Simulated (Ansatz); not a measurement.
Geometry optimisation, DFT PBE, scalar-relativistic, plane waves, PAW (Ansatz).

input.yaml

```yaml
crystal:
  lattice:
    - [8.1, 0.0, 0.0]
    - [0.0, 8.1, 0.0]
    - [0.0, 0.0, 8.1]
  atoms:
    - { symbol: Al, position: [0.5, 0.0, 0.0] }
    - { symbol: Al, position: [0.75, 0.25, 0.0] }
    - { symbol: Al, position: [0.75, 0.0, 0.25] }
    - { symbol: Al, position: [0.0, 0.0, 0.0] }
    - { symbol: Al, position: [0.25, 0.25, 0.0] }
    - { symbol: Al, position: [0.5, 0.5, 0.0] }
    - { symbol: Al, position: [0.75, 0.75, 0.0] }
    - { symbol: Al, position: [0.25, 0.0, 0.25] }
    - { symbol: Al, position: [0.5, 0.25, 0.25] }
    - { symbol: Al, position: [0.75, 0.5, 0.25] }
    - { symbol: Al, position: [0.5, 0.0, 0.5] }
    - { symbol: Al, position: [0.75, 0.25, 0.5] }
    - { symbol: Al, position: [0.75, 0.0, 0.75] }
    - { symbol: Al, position: [0.0, 0.5, 0.0] }
    - { symbol: Al, position: [0.25, 0.75, 0.0] }
    - { symbol: Al, position: [0.0, 0.25, 0.25] }
    - { symbol: Al, position: [0.25, 0.5, 0.25] }
    - { symbol: Al, position: [0.5, 0.75, 0.25] }
    - { symbol: Al, position: [0.0, 0.0, 0.5] }
    - { symbol: Al, position: [0.25, 0.25, 0.5] }
    - { symbol: Al, position: [0.5, 0.5, 0.5] }
    - { symbol: Al, position: [0.75, 0.75, 0.5] }
    - { symbol: Al, position: [0.25, 0.0, 0.75] }
    - { symbol: Al, position: [0.5, 0.25, 0.75] }
    - { symbol: Al, position: [0.75, 0.5, 0.75] }
    - { symbol: Al, position: [0.0, 0.75, 0.25] }
    - { symbol: Al, position: [0.0, 0.5, 0.5] }
    - { symbol: Al, position: [0.25, 0.75, 0.5] }
    - { symbol: Al, position: [0.0, 0.25, 0.75] }
    - { symbol: Al, position: [0.25, 0.5, 0.75] }
    - { symbol: Al, position: [0.5, 0.75, 0.75] }
    - { symbol: Al, position: [0.0, 0.75, 0.75] }
    - { symbol: C, position: [0.7567911, 1.00271306, 1.00467281] }
basis:
  ecutwfc: 420.0
kpoints:
  mp_grid: { grid: [3, 3, 3] }
hamiltonian:
  xc: pbe
  pseudopotentials: { kind: paw, azcp: { folder: soft_1 } }
scf:
  occupations: { method: fermi_dirac, width: 0.1 }
  lower_state_search: "off"
relax:
  f_tol: 0.03
  max_steps: 60
  adjacent_minimum: "off"
output:
  write_density: true
  write_potential: true
  elf: true
  volumetric_format: npy
```

Run as:

```bash
$ ansatz run input.yaml --threads 4 --pin off --max-ram 10240MiB --backend cpu --events-out ev --progress --plain --runs-dir out
```

Problem. Where does it end, and by what steps?

Solution. The run converged. Limits of this set-up: coarse k mesh. After 4 steps the energy has fallen by 0.241 eV; Al4 moved furthest, 0.07 Å.

| step | energy less start (eV) | largest force component (eV/Å) | accepted |
| --- | --- | --- | --- |
| 0 | 0.0000 | 1.217 | yes |
| 1 | -0.1788 | 0.682 | yes |
| 2 | -0.2368 | 0.128 | yes |
| 3 | -0.2388 | 0.076 | yes |
| 4 | -0.2410 | 0.003 | yes |

```xyz
33
Lattice="8.1000 0.0000 0.0000 0.0000 8.1000 0.0000 0.0000 0.0000 8.1000" Properties=species:S:1:pos:R:3
Al 3.983 0.001 0.001
Al 6.077 2.096 0.001
Al 6.077 0.001 2.097
Al 0.073 0.001 0.001
Al 2.027 2.046 0.001
Al 4.032 4.051 0.001
Al 6.077 6.006 0.001
Al 2.027 0.000 2.046
Al 4.023 2.053 2.054
Al 6.076 4.051 2.046
Al 4.032 0.000 4.051
Al 6.076 2.046 4.051
Al 6.077 0.001 6.007
Al 0.022 4.051 0.001
Al 2.027 6.056 0.001
Al 0.030 2.054 2.054
Al 2.027 4.051 2.025
Al 4.024 6.048 2.053
Al 0.022 0.000 4.051
Al 2.027 2.024 4.051
Al 4.053 4.051 4.051
Al 6.076 6.056 4.051
Al 2.027 0.000 6.056
Al 4.024 2.053 6.048
Al 6.076 4.051 6.056
Al 0.029 6.047 2.054
Al 0.000 4.051 4.051
Al 2.027 6.077 4.051
Al 0.029 2.053 6.048
Al 2.027 4.051 6.077
Al 4.024 6.049 6.049
Al 0.029 6.048 6.048
C 6.078 8.101 8.102
```

Whether the end is a true minimum wasn't checked by a vibrational analysis.

Run time: 81 s on 4 threads of Arm Neoverse V1, on a shared host, peak memory 1.5 GiB.
